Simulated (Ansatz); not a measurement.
# CrCN: from a guess to a relaxed structure

Where does this trial cell of CrCN go when cell and atoms are let free?

Program: Ansatz 0.2.0. Level of theory: DFT PBE, scalar-relativistic, plane waves, PAW. These are calculated values, not measurements.

## (1) The structure to begin with

Symmetry: P4/mmm, No. 123, tetragonal system. The conventional cell has a = 2.859 Å, b = 2.859 Å, c = 3.930 Å, α = 90.00°, β = 90.00°, γ = 90.00°. Around Cr (site symmetry 4/mmm) lie 2 C at 1.96 Å and 4 N at 2.02 Å. C (site symmetry 4/mmm) has 2 Cr at 1.96 Å in its first shell of neighbours. N (site symmetry 4/mmm) is surrounded by 4 Cr at 2.02 Å.

Coordinates:

```
Cr C N
1.0
     2.85859    0.00000    0.00000
     0.00000    2.85859    0.00000
     0.00000    0.00000    3.92988
Cr C N
1 1 1
Direct
  0.00000 0.00000 0.00000
  0.00000 0.00000 0.50000
  0.50000 0.50000 0.00000
```

Recipe of the guess: species swapped into a database cell of TiOF (P4/mmm, No. 123), with Cr on the Ti sites, N on the O sites and C on the F sites. Lengths come from tabulated atomic sizes and are only a guess.

## (2) Probe: one point on a coarse mesh

Input file input.yaml:

```yaml
crystal:
  lattice:
    - [2.85858814, 0.0, 0.0]
    - [0.0, 2.85858814, 0.0]
    - [0.0, 0.0, 3.92988318]
  atoms:
    - { symbol: Cr, position: [0.0, 0.0, 0.0], spin: 3.0 }
    - { symbol: C, position: [0.0, 0.0, 0.5] }
    - { symbol: "N", position: [0.5, 0.5, 0.0] }
basis:
  ecutwfc: 420
kpoints:
  mp_grid: { grid: [6, 6, 4] }
hamiltonian:
  xc: pbe
scf:
  occupations: { method: gaussian, width: 0.1 }
  lower_state_search: "off"
output:
  forces: true
  stress: true
  eigenvalues: true
  populations: true
magnetization:
  spin_polarized: true
```

Run with:

```bash
$ ansatz run input.yaml --threads 1 --pin off --max-ram 2560MiB --backend cpu --events-out ev --progress --plain --runs-dir out
```

The session goes on with these runs: a loose first relaxation; relaxation on the finer mesh.

Before running it: what results should come out? Wanted: conventional cell; volume; energy over the elements; gap on the mesh.

The runs gave:

| quantity | value |
| --- | --- |
| symmetry at the end (tolerance 0.05 Å) | space group P4/mmm (No. 123) |
| conventional cell | a = 2.746 Å, b = 2.746 Å, c = 3.850 Å, α = 90.00°, β = 90.00°, γ = 90.00° |
| volume | 9.68 Å³/atom |
| energy over the elements (uncorrected; H, N, O, F and Cl as molecules) | +1.18 eV/atom |
| gap on the mesh | none (metal) |

What this shows: The space group P4/mmm (No. 123) is kept, and the volume per atom shrinks by 9.6 % from the first guess. The formation energy is positive, so the separate elements lie lower. No finished test with a distortion of lower symmetry is shown, so the end may be a saddle point. Some metallic runs here have no spin polarisation while others do; where cell and settings agree, the difference is what magnetism gains. Other magnetic orders were not searched.
